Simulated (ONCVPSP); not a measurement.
# How the qcut of the p channel shapes an ONCV potential for In

One potential is built and tested. Then the qcut of the p channel is changed, to learn what it costs or gains.

Program: ONCVPSP 4.0.1. Reference atom: PBE, scalar-relativistic, spherical and spin-unpolarised. All values are calculated.

## 1. The design

Typed settings, in words:

```json
{
 "element": "indium (In, Z = 49)",
 "type": "optimised norm-conserving Vanderbilt (ONCV)",
 "frozen core": "[Kr] 4d10",
 "valence charge": "3",
 "reference configuration": "5s2 5p0.75 (charge +0.25)",
 "partial waves": "5s: rc 2.35 bohr, ncon 4, nbas 9, qcut 2.9 1/bohr, 3 projectors, debl 3.8 Ha; 5p: rc 3.15 bohr, ncon 4, nbas 8, qcut 2.4 1/bohr, 2 projectors, debl 2.5 Ha",
 "local potential": "polynomial inside 2.10 bohr (lpopt 5, dvloc0 1 Ha)",
 "core correction": "Teter function, fcfact 5.5, rcfact 1.3"
}
```

An earlier all-electron run gives the scale for the radii.

All-electron outer shells of the reference configuration (PBE, scalar-relativistic, ld1.x):

```
shell  level (eV)  outermost node (bohr)  outermost maximum (bohr)
   4p      -79.81                   0.42                      0.82
   4d      -20.30                   0.40                      0.94
   5s       -9.75                   1.02                      2.13
   5p       -3.87                   1.14                      2.81
```

## 2. Generation of the first potential

Contents of In.dat:

```
# ATOM AND REFERENCE CONFIGURATION
# atsym  z   nc   nv     iexc    psfile
  In 49.00    9    2        4      upf
#
#   n    l    f
    1    0    2.00
    2    0    2.00
    2    1    6.00
    3    0    2.00
    3    1    6.00
    3    2   10.00
    4    0    2.00
    4    1    6.00
    4    2   10.00
    5    0    2.00
    5    1    0.75
#
# PSEUDOPOTENTIAL AND OPTIMIZATION
# lmax
    1
#
#   l,   rc,      ep,       ncon, nbas, qcut
    0    2.35    0.00    4    9    2.90
    1    3.15    0.00    4    8    2.40
#
# LOCAL POTENTIAL
# lloc, lpopt,  rc(5),   dvloc0
    4    5    2.10    1.00
#
# VANDERBILT-KLEINMAN-BYLANDER PROJECTORs
# l, nproj, debl
    0    3    3.80
    1    2    2.50
#
# MODEL CORE CHARGE
# icmod, fcfact, rcfact
    3    5.50    1.30
#
# LOG DERIVATIVE ANALYSIS
# epsh1, epsh2, depsh
   -2.00    5.00    0.02
#
# OUTPUT GRID
# rlmax, drl
    6.00    0.01
#
# TEST CONFIGURATIONS
# ncnf
    4
# nvcnf
#   n    l    f
    2
    5    0    2.00
    5    1    1.00
#
    2
    5    0    2.00
    5    1    0.00
#
    2
    5    0    1.00
    5    1    0.00
#
    2
    5    0    1.00
    5    1    1.00
#
```

The run is started by

```console
$ oncvpsp.x < In.dat > In.out
```

The output, In.out (without the consistency checks and plot data):

```text
ONCVPSP  (Optimized Norm-Conservinng Vanderbilt PSeudopotential)
scalar-relativistic version 4.0.1

#   n    l    f        energy (Ha)
    1    0    2.00    -1.0200168E+03
    2    0    2.00    -1.5277840E+02
    2    1    6.00    -1.3713030E+02
    3    0    2.00    -2.9040896E+01
    3    1    6.00    -2.3916829E+01
    3    2   10.00    -1.5963410E+01
    4    0    2.00    -4.4590014E+00
    4    1    6.00    -2.9328576E+00
    4    2   10.00    -7.4596220E-01
    5    0    2.00    -3.5836237E-01
    5    1    0.75    -1.4206668E-01

Reference configufation results
  iterations    22
  all-electron total energy (Ha)   -5.88160671D+03

Begin loop to  construct optimized pseudo wave functions
and semi-local pseudopoentials for all angular momenta

   Wellstate for l =  0  n =  8
     eigenvalue =   3.4416
     asymptotic potential =   3.9416
     half-point radius =  4.2670

   Wellstate for l =  0  n =  9
     eigenvalue =   7.2416
     asymptotic potential =   7.7416
     half-point radius =  3.7612

Calculating optimized projector #   1

 for l=   0

    Fraction of norm inside rc  0.461675
    Optimizing pswf for qcut=   2.91 a_B^-1,  ecut=   4.22 Ha
    Residual kinetic energy error=  1.68D-03 Ha

    Energy error per electron        Cutoff
         Ha          eV             Ha
         0.01000     0.27211        2.89
         0.00100     0.02721        5.70
         0.00010     0.00272       36.43
         0.00001     0.00027       43.90

Calculating optimized projector #   2

 for l=   0

    Fraction of norm inside rc  0.128221
    Optimizing pswf for qcut=   2.91 a_B^-1,  ecut=   4.22 Ha
    Residual kinetic energy error=  2.50D-01 Ha

    Energy error per electron        Cutoff
         Ha          eV             Ha
         0.01000     0.27211       20.46
         0.00100     0.02721       51.98
         0.00010     0.00272       58.86
         0.00001     0.00027       76.54

Calculating optimized projector #   3

 for l=   0

    Fraction of norm inside rc  0.108941
    Optimizing pswf for qcut=   2.91 a_B^-1,  ecut=   4.22 Ha
    Residual kinetic energy error=  8.60D-01 Ha

    Energy error per electron        Cutoff
         Ha          eV             Ha
         0.01000     0.27211       21.16
         0.00100     0.02721       51.43
         0.00010     0.00272       72.64
         0.00001     0.00027       96.69

   Wellstate for l =  1  n =  8
     eigenvalue =   2.3579
     asymptotic potential =   2.8579
     half-point radius =  5.4396

Calculating optimized projector #   1

 for l=   1

    Fraction of norm inside rc  0.454963
    Optimizing pswf for qcut=   2.41 a_B^-1,  ecut=   2.89 Ha
    Residual kinetic energy error=  2.13D-04 Ha

    Energy error per electron        Cutoff
         Ha          eV             Ha
         0.01000     0.27211        0.94
         0.00100     0.02721        1.58
         0.00010     0.00272        6.10
         0.00001     0.00027       18.94

Calculating optimized projector #   2

 for l=   1

    Fraction of norm inside rc  0.210824
    Optimizing pswf for qcut=   2.41 a_B^-1,  ecut=   2.89 Ha
    Residual kinetic energy error=  9.53D-02 Ha

    Energy error per electron        Cutoff
         Ha          eV             Ha
         0.01000     0.27211        5.47
         0.00100     0.02721       20.19
         0.00010     0.00272       26.52
         0.00001     0.00027       31.91

Construct Vanderbilt / Kleinmman-Bylander projectors

B matrix Hermiticity error, ll=   0
   1   2    1.7526E-04
   1   3   -2.2194E-04
   2   3    2.4465E-04

  Orthonormal projector coefficients  1.2596E+01  6.8745E+00  1.2490E+00

B matrix Hermiticity error, ll=   1
   1   2    5.8902E-05

  Orthonormal projector coefficients  2.1198E+00  4.6920E-01

Model core correction analysis
  based on d2Exc/dn_idn_j

d2excae - all-electron derivatives

   -2.760611D-02   -2.287998D-02
   -2.287813D-02   -2.788762D-02

d2excps - pseudofunction derivatives with no core correction

   -4.189979D-02   -2.869832D-02
   -2.869730D-02   -3.132847D-02

rms 2nd derivative error    8.424136E-03

rmatch, rhocmatch    2.1869    0.2473

Teter function model core charge with specified parameters

d2excps - pseudofunction derivatives with core correction

   -2.905976D-02   -2.292379D-02
   -2.292469D-02   -2.747314D-02

rms 2nd derivative error    7.564671E-04

Pseudoatom total energy   -1.937212

Diagnostic tests using Vanderbilt-Kleinman-Bylander pseudopotentials
  1 or more projectors used as specified by nproj input data

   l    rcore       rmatch      e in        delta e   norm test  slope test

   0   2.3637640   2.4355330  -0.3583624  -0.0000011   1.0000249   1.0000344
   0   2.3637640   2.4355330   3.4416376   0.0000659   1.0002379   1.0002379
   0   2.3637640   2.4355330   7.2416376   0.0000467   1.0003935   1.0003935

   1   3.1688754   3.2650893  -0.1420667  -0.0000002   1.0000077   1.0000124
   1   3.1688754   3.2650893   2.3579333   0.0000120   1.0001044   1.0001044

 Testing for bound ghosts
   n   l    E NL Schr. Eq   E Basis Diag.   E Cutoff

   1   0       -0.358363       -0.357247     79.85

   2   1       -0.142067       -0.140796     30.02

 Testing for highly-localized positive-energy ghosts
       l    <radius>/rc     E Basis Diag.   E Cutoff

       0        0.456938        9.098996     79.85  WARNING - GHOST(+)

Test configuration 0

   n   l     f        eae           eps        diff
   1   0  2.0000-1020.01676498
   2   0  2.0000 -152.77840498
   2   1  6.0000 -137.13029971
   3   0  2.0000  -29.04089562
   3   1  6.0000  -23.91682913
   3   2 10.0000  -15.96340976
   4   0  2.0000   -4.45900145
   4   1  6.0000   -2.93285763
   4   2 10.0000   -0.74596220
   5   0  2.0000   -0.35836237   -0.35836348   -1.11D-06
   5   1  0.7500   -0.14206668   -0.14206687   -1.94D-07

    Total energies and differences
      AE_ref= -5.88160671D+03  AE_tst= -5.88160671D+03  dif=  0.00D+00
      PS_ref= -1.93721190D+00  PS_tst= -1.93721190D+00  dif=  1.33D-15
      PSP excitation error= -1.33D-15

Test configuration 1

   n   l     f        eae           eps        diff
   1   0  2.0000-1019.95496395
   2   0  2.0000 -152.71680934
   2   1  6.0000 -137.06867834
   3   0  2.0000  -28.97933047
   3   1  6.0000  -23.85526208
   3   2 10.0000  -15.90185308
   4   0  2.0000   -4.39741076
   4   1  6.0000   -2.87123162
   4   2 10.0000   -0.68439220
   5   0  2.0000   -0.30176496   -0.30144171    3.23D-04
   5   1  1.0000   -0.09256095   -0.09242912    1.32D-04

    Total energies and differences
      AE_ref= -5.88160671D+03  AE_tst= -5.88163595D+03  dif= -2.92D-02
      PS_ref= -1.93721190D+00  PS_tst= -1.96643840D+00  dif= -2.92D-02
      PSP excitation error= -1.41D-05

Test configuration 2

   n   l     f        eae           eps        diff
   1   0  2.0000-1020.23088656
   2   0  2.0000 -152.99126966
   2   1  6.0000 -137.34330486
   3   0  2.0000  -29.25359294
   3   1  6.0000  -24.12953529
   3   2 10.0000  -16.17605630
   4   0  2.0000   -4.67171257
   4   1  6.0000   -3.14569823
   4   2 10.0000   -0.95816598
   5   0  2.0000   -0.54849627   -0.55125462   -2.76D-03

    Total energies and differences
      AE_ref= -5.88160671D+03  AE_tst= -5.88143885D+03  dif=  1.68D-01
      PS_ref= -1.93721190D+00  PS_tst= -1.76873375D+00  dif=  1.68D-01
      PSP excitation error= -6.17D-04

Test configuration 3

   n   l     f        eae           eps        diff
   1   0  2.0000-1020.62443740
   2   0  2.0000 -153.38008447
   2   1  6.0000 -137.73238653
   3   0  2.0000  -29.64280069
   3   1  6.0000  -24.51873439
   3   2 10.0000  -16.56498989
   4   0  2.0000   -5.06106775
   4   1  6.0000   -3.53499747
   4   2 10.0000   -1.34244364
   5   0  1.0000   -0.86991953   -0.88096626   -1.10D-02

    Total energies and differences
      AE_ref= -5.88160671D+03  AE_tst= -5.88073196D+03  dif=  8.75D-01
      PS_ref= -1.93721190D+00  PS_tst= -1.05490062D+00  dif=  8.82D-01
      PSP excitation error= -7.57D-03

Test configuration 4

   n   l     f        eae           eps        diff
   1   0  2.0000-1020.29110303
   2   0  2.0000 -153.04997764
   2   1  6.0000 -137.40196562
   3   0  2.0000  -29.31310589
   3   1  6.0000  -24.18902460
   3   2 10.0000  -16.23541793
   4   0  2.0000   -4.73189678
   4   1  6.0000   -3.20579344
   4   2 10.0000   -1.01571742
   5   0  1.0000   -0.58462466   -0.58873761   -4.11D-03
   5   1  1.0000   -0.33863575   -0.34162921   -2.99D-03

    Total energies and differences
      AE_ref= -5.88160671D+03  AE_tst= -5.88119655D+03  dif=  4.10D-01
      PS_ref= -1.93721190D+00  PS_tst= -1.52542016D+00  dif=  4.12D-01
      PSP excitation error= -1.63D-03
```

Run time: 3.9 s. Hardware: 1 thread, shared host.

All-electron and pseudo partial waves u(r) = r·R(r), from the program's wave files:

```csv
r (bohr),5p AE,5p PS
0.158,0.0526,0.0048
0.315,0.1109,0.0189
0.473,-0.0861,0.0412
0.630,-0.2147,0.0706
0.788,-0.2189,0.1065
0.945,-0.1408,0.1480
1.102,-0.0279,0.1941
1.260,0.0914,0.2435
1.418,0.2015,0.2935
1.575,0.2959,0.3417
1.732,0.3738,0.3871
1.890,0.4364,0.4292
2.047,0.4843,0.4676
2.205,0.5200,0.5020
2.362,0.5447,0.5307
2.520,0.5604,0.5521
2.678,0.5684,0.5649
2.835,0.5699,0.5690
2.992,0.5661,0.5661
3.150,0.5581,0.5581
3.308,0.5465,0.5465
3.465,0.5323,0.5323
3.622,0.5161,0.5160
3.780,0.4982,0.4982
3.938,0.4792,0.4792
4.095,0.4597,0.4597
```

Densities times 4π (e/bohr³); a dash where the program caps the true core:

```csv
r (bohr),pseudo valence,true core,model core
0.158,0.03659,–,1.347
0.473,0.06872,–,1.246
0.788,0.1194,–,1.065
1.102,0.1936,–,0.8399
1.418,0.256,–,0.607
1.732,0.2861,1.209,0.4014
2.047,0.2688,0.397,0.2399
2.362,0.2075,0.1389,0.1281
2.678,0.1462,0.05076,0.05983
2.992,0.0981,0.01928,0.0239
3.308,0.06383,0.007446,0.007642
3.622,0.04111,0.002944,0.001773
3.938,0.02628,0.001173,0.0002091
```

## 3. Transferability, from the output's test configurations

The tests as a table, with energies relative to 5s2 5p0.75.

| valence configuration | charge | ΔE all-electron (eV) | error AE − PS (meV) |
| --- | --- | --- | --- |
| 5s2 5p1 | 0 | -0.796 | -0.4 |
| 5s2 5p0 | +1 | 4.568 | -17 |
| 5s1 5p0 | +2 | 23.803 | -206 |
| 5s1 5p1 | +1 | 11.161 | -44 |

## 4. Logarithmic derivatives

Taken from the files of the generation run. The phase is arctan(r·R′/R) of the radial function R, unwrapped, with energies in Ha. A pole is an energy at which the radial function vanishes at the test radius. The pseudo phase is shifted by a multiple of π to meet the all-electron one at the reference energy. Levels narrower than the energy grid can be missing from the poles. The last column is the largest difference on the grid between −0.5 and +0.5 Ha.

| channel | radius (bohr) | reference (Ha) | poles AE | poles PS | window around the reference with phases within 0.05 rad (Ha) | largest difference near zero (rad) |
| --- | --- | --- | --- | --- | --- | --- |
| s | 2.39 | -0.36 | 0.81 | 0.81 | the whole range | 0.000 |
| p | 3.21 | -0.14 | 0.39, 3.03 | 0.39, 2.98, 4.49 | below 1.2 | 0.003 |

Phases (rad) along the scan:

```csv
E (Ha),p AE,p PS,s AE,s PS
-1.98,1.368,1.368,1.218,1.217
-1.62,1.336,1.335,1.129,1.128
-1.26,1.284,1.283,0.952,0.952
-0.90,1.180,1.179,0.485,0.484
-0.54,0.845,0.842,-0.575,-0.575
-0.18,-0.814,-0.814,-1.179,-1.179
0.18,-1.451,-1.453,-1.400,-1.400
0.54,-1.636,-1.640,-1.513,-1.513
0.90,-1.811,-1.823,-1.589,-1.589
1.26,-2.383,-2.460,-1.654,-1.654
1.62,-4.161,-4.188,-1.724,-1.724
1.98,-4.506,-4.509,-1.820,-1.821
2.34,-4.614,-4.614,-1.998,-1.998
2.70,-4.672,-4.674,-2.491,-2.492
3.06,-4.716,-4.725,-3.687,-3.688
3.42,-4.758,-4.800,-4.256,-4.256
3.78,-4.809,-6.048,-4.445,-4.445
4.14,-4.898,-7.779,-4.535,-4.536
4.50,-5.186,-7.855,-4.590,-4.590
4.86,-7.060,-7.902,-4.628,-4.628
```

## 5. Convergence and ghost test

Read off the output, the cutoffs (Ha) at which the residual kinetic energy of the hardest occupied pseudo-wave falls to 1 and 0.1 mHa per electron: 5.7 Ha and 36 Ha.

The program's own ghost test: no bound ghost flagged; GHOST(+) flagged for s at 247.6 eV.

Cutoff (Ha) at which the first wave of each channel reaches a given error (Ha per electron):

```csv
error,s,p
1.0e-02,2.9,0.9
3.2e-03,3.8,1.3
1.0e-03,5.7,1.6
3.2e-04,16.4,1.9
1.0e-04,36.4,6.1
3.2e-05,41.0,16.0
1.0e-05,43.9,18.9
```

(Part 1 of 2 ends here.)
